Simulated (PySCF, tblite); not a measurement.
# C5H12NSi radical: geometry, infrared bands and EPR parameters

What infrared bands and EPR parameters should C5H12NSi radical (`C[CH]CC/C=N/[SiH3]`) show?

The runs use tblite 0.8.0 and PySCF 2.14.0, with density-fitted response routines of our own; the level of theory stands in each step. All values are computed, except where a source is named. Atoms count from 0, in the outputs and in this text.

## Step 1: The starting structure

19 atoms, charge 0, multiplicity 2; geometry from: force field or distance geometry start.

Bonds of the start (Å): C0–C1 1.49, C1–C2 1.49, C2–C3 1.47, C3–C4 1.46, C4–N5 1.29, N5–Si6 1.77, C0–H7 1.11, C0–H8 1.12, C0–H9 1.14, C1–H10 1.11, C2–H11 1.14, C2–H12 1.12, C3–H13 1.13, C3–H14 1.14, C4–H15 1.08, Si6–H16 1.44, Si6–H17 1.48, Si6–H18 1.47.

## Step 2: Relaxing the molecule with GFN2-xTB

The job: settings as JSON, then the geometry in Å.

```
{"job": {"kind": "relax", "xc": "GFN2-xTB", "basis": "xTB"}, "charge": 0, "multiplicity": 2}
C     -1.548700     1.077900     0.357100
C     -2.033700    -0.238700     0.863600
C     -1.472400    -1.414500     0.147300
C     -0.013900    -1.506900     0.267700
C      0.800800    -0.396300    -0.227600
N      1.802400    -0.033900     0.507400
Si     2.878900     1.290400     0.038000
H     -0.552800     1.407200     0.709400
H     -1.527400     0.989200    -0.763700
H     -2.312800     1.885600     0.624700
H     -3.143200    -0.263500     0.813400
H     -1.912100    -2.335400     0.654500
H     -1.818300    -1.458500    -0.918600
H      0.352400    -2.416700    -0.291800
H      0.207300    -1.651700     1.379500
H      0.633200     0.133900    -1.148100
H      2.373500     2.145800    -1.007700
H      3.087500     2.114300     1.254100
H      4.189800     0.681100    -0.236500
```

Started as:

```sh
$ OMP_NUM_THREADS=1 python probes_run.py task.json out
```

This one command runs all jobs of the session in turn.

**Question.** This job is followed by: GFN2-xTB harmonic vibrations, gas phase; UKS B3LYP, pcH-1 on C H N Si, non-relativistic, mean-field spin-orbit, GIAO. What will the session give for the following? strongest single infrared mode (GFN2-xTB); zero-point energy (GFN2-xTB); g(iso) (B3LYP); ⟨S²⟩; largest a(iso) (averaged by class); potential on the surface of density 0.002 e/bohr³, 1st and 99th percentile.

The runs gave:

| quantity | value |
| --- | --- |
| strongest single infrared mode (GFN2-xTB) | 1738 cm⁻¹, 500 km/mol |
| zero-point energy (GFN2-xTB) | 94.3 kcal/mol |
| g(iso) (B3LYP) | 2.00259 |
| ⟨S²⟩ | 0.754 (exact 0.75) |
| largest a(iso) (averaged by class) | 13C on C1, 107.2 MHz |
| potential on the surface of density 0.002 e/bohr³, 1st and 99th percentile | -1.34 V and 1.00 V |

Relaxing lowered the energy by 0.947 eV in 145 steps; the close pair that moved most is C2–C3, from 1.466 to 1.562 Å. No mode is imaginary among the 51: a minimum at this level. The strongest single mode, at 1738 cm⁻¹, moves mainly C4 and N5. Unscaled tight-binding wavenumbers are off by several per cent, some by more. Its intensities can rank the bands wrongly. C1 carries the largest spin population, 1.02 e. The isotropic g lies 0.3 ppt above the free-electron value. These values are for one conformer; the search (at its own cheap level) found 2 more, at 0.21, 0.55 kcal/mol, and measured spectra average over such forms.
